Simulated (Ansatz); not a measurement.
## Ga3Se in Ansatz: the effect of functional

The system is Ga3Se.

```
Se Ga
1.0
     4.43246    0.00000    0.00000
     0.00000    4.43246    0.00000
     0.00000    0.00000    4.43246
Se Ga
1 3
Direct
  0.00000 0.00000 0.00000
  0.50000 0.50000 0.00000
  0.50000 0.00000 0.50000
  0.00000 0.50000 0.50000
```

The cell comes from a database or a generator and needn't be the stable form of this composition.

Alike in all runs:

* Program: Ansatz 0.2.0
* Task: projected density of states
* Potentials or basis: Ansatz PAW
* k mesh: 4 × 4 × 4
* Occupations: fermi-dirac, width 0.05 eV
* Spin: no spin polarisation

| functional | cutoff | pressure (GPa) |
| --- | --- | --- |
| LDA | 420 eV (not typed: the program's choice for these potentials) | ? |
| PBEsol | 420 eV (not typed: the program's choice for these potentials) | -3.2 |
| RPBE | 420 eV (not typed: the program's choice for these potentials) | 1.5 |
| revPBE | 420 eV (not typed: the program's choice for these potentials) | 1.0 |
| BLYP | 420 eV (not typed: the program's choice for these potentials) | 4.7 |
| r2SCAN | 500 eV (not typed: the program's choice for these potentials) | -1.2 |
| HSE06 | 420 eV (not typed: the program's choice for these potentials) | -0.9 |
| PBE0 | 420 eV (not typed: the program's choice for these potentials) | -0.8 |
| r2SCAN0 | 500 eV (not typed: the program's choice for these potentials) | -1.2 |

What does the run with functional LDA give?

Pressure -4.6 GPa.

Caveats: the PAW data sets come from PBE, with cores solved anew for the run's functional, which leaves a small shift of forces and pressure; the thresholds are loose for stress (some runs).

Runs at the PBE level aren't shown here.
